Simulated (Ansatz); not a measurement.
A first try at a single point in a Gaussian basis of CH₄SSeSi, SMILES S=C[SiH2][SeH], using Ansatz 0.2.0 through its Python package.

Input file `ch4ssesi.xyz`:
```text
8

S     0.11320    2.44470   -0.93690
C    -0.13340    1.49600    0.06730
Si    0.06300   -0.28410   -0.34310
Se   -0.22600   -1.52460    1.53280
H    -0.40760    1.79280    1.05390
H     1.47310   -0.50130   -0.79010
H    -0.82000   -0.67460   -1.38410
H     0.02990   -2.80610    0.74460
```

Script `run_energy.py`:
```python
'''Single point of CH4SSeSi in a Gaussian basis.'''

import warnings

import ansatz

warnings.simplefilter('ignore', ansatz.DeckWarning)

system = ansatz.Crystal.molecule_from_extxyz('ch4ssesi.xyz')

calc = system.calculation().basis(gaussian='def2-SVPD').functional('pbe')
r = calc.session().plan(threads=1).execute().report

print('reference energy %16.6f eV' % r['reference_energy_ev'])
print('total energy     %16.6f eV' % r['free_energy'])
print('occupied (up, down):', r['n_occupied'], ' virtual:', r['n_virtual'], ' frozen:', r['n_frozen'])
```

Running `python run_energy.py` prints:
```text
reference energy    -85128.342681 eV
Traceback (most recent call last):
  File "run_energy.py", line 15, in <module>
    print('total energy     %16.6f eV' % r['free_energy'])
                                         ~^^^^^^^^^^^^^^^
KeyError: 'free_energy'
```

Find the fault and give the corrected script.

The fault: the report has no such key (the free energy stands under free_energy_ev). Mended:

```diff
--- before
+++ after
@@ -14,3 +14,3 @@
 print('reference energy %16.6f eV' % r['reference_energy_ev'])
-print('total energy     %16.6f eV' % r['free_energy'])
+print('total energy     %16.6f eV' % r['free_energy_ev'])
 print('occupied (up, down):', r['n_occupied'], ' virtual:', r['n_virtual'], ' frozen:', r['n_frozen'])
```

With that change:

Running `python run_energy.py` prints:
```text
reference energy    -85128.342681 eV
total energy        -85128.342681 eV
occupied (up, down): [37, 37]  virtual: [107, 107]  frozen: 0
```

Total energies depend on the basis set; only differences at equal settings carry meaning. The geometry is a force-field or estimated start, not a minimum of this method, and the basis set is short of its limit. The whole script took 2.6 s on 1 thread of Intel(R) Xeon(R) 6975P-C (Granite Rapids), on a shared host, peak memory 0.26 GiB.

(Lines on the test bed's own set-up are left out of the output.)
